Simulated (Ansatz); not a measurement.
# CH₆F₂Si₂: basis-set convergence

An exercise on one series of results from a longer session: the logs are not shown, and one member is left open.

Method: one geometry, several basis sets; program: Ansatz 0.2.0, Gaussian basis.

The runs, in order: PBE0-D4/def2-SVP; ωB97M-V/def2-SVP; PBE0-D4/def2-QZVPP; ωB97M-V/def2-QZVPP; the functionals' def2-TZVPP values are taken from earlier runs.

## Structure used throughout

An earlier PBE0-D4 in a triple-zeta def2 set relaxation fixed the geometry.

SMILES `C[SiH2][SiH](F)F`, 11 atoms, charge 0, spin multiplicity 1.

Atoms are counted from 1 here; the program's logs count them from 0.

Bond lengths: C1–Si2 1.873 Å, C1–H6 1.092 Å, C1–H7 1.092 Å, C1–H8 1.092 Å, Si2–Si3 2.343 Å, Si2–H9 1.490 Å, Si2–H10 1.490 Å, Si3–F4 1.597 Å, Si3–F5 1.597 Å, Si3–H11 1.483 Å. Angles: Si2–C1–H6 110.6°, Si2–C1–H7 110.7°, Si2–C1–H8 110.6°, H6–C1–H7 108.3°, H6–C1–H8 108.2°, H7–C1–H8 108.3°, C1–Si2–Si3 110.8°, C1–Si2–H9 111.4°, C1–Si2–H10 111.4°, Si3–Si2–H9 107.7°, Si3–Si2–H10 107.7°, H9–Si2–H10 107.9°, Si2–Si3–F4 109.4°, Si2–Si3–F5 109.4°, Si2–Si3–H11 117.1°, F4–Si3–F5 106.4°, F4–Si3–H11 107.0°, F5–Si3–H11 107.0°.

Set-up of the first run:

in.yaml

```yaml
crystal:
  periodic: [false, false, false]
  atoms:
    - {symbol: C, position_ang: [-1.072620, 1.156887, 0.698278]}
    - {symbol: Si, position_ang: [0.477113, 0.106322, 0.760530]}
    - {symbol: Si, position_ang: [0.689190, -1.177548, -1.188184]}
    - {symbol: F, position_ang: [-0.602940, -2.100494, -1.358259]}
    - {symbol: F, position_ang: [0.723281, -0.210980, -2.458983]}
    - {symbol: H, position_ang: [-1.959781, 0.527526, 0.604023]}
    - {symbol: H, position_ang: [-1.169825, 1.754041, 1.607273]}
    - {symbol: H, position_ang: [-1.042855, 1.835028, -0.156868]}
    - {symbol: H, position_ang: [0.451479, -0.830737, 1.918232]}
    - {symbol: H, position_ang: [1.699540, 0.948931, 0.881731]}
    - {symbol: H, position_ang: [1.872817, -2.065976, -1.287173]}
basis:
  gaussian: {orbitals: def2-SVP}
hamiltonian: {xc: pbe0, dispersion: d4}
output: {orbitals: {seedname: orbitals}}
```

Among the steps run: PBE0-D4 in def2-SVP; ωB97M-V in def2-SVP; PBE0-D4 in def2-QZVPP; ωB97M-V in def2-QZVPP.

One table of the session follows, with a row left open; its other results are not shown here.

It belongs to the step «Functionals by basis». 

| functional | basis | HOMO (eV) | LUMO (eV) |
| --- | --- | --- | --- |
| PBE0-D4 | def2-SVP | -8.20 | 0.01 |
| PBE0-D4 | def2-TZVPP | -8.23 | -0.40 |
| PBE0-D4 | def2-QZVPP | -8.25 | -0.52 |
| ωB97M-V | def2-SVP | -10.23 | 1.86 |
| ωB97M-V | def2-TZVPP | ? | ? |
| ωB97M-V | def2-QZVPP | -10.32 | 0.99 |

**Question.** Estimate the row for ωB97M-V, def2-TZVPP.

**Answer.** HOMO (eV): -10.30; LUMO (eV): 1.29. In the column «HOMO (eV)» it lies between ωB97M-V, def2-QZVPP (-10.32) and ωB97M-V, def2-SVP (-10.23).
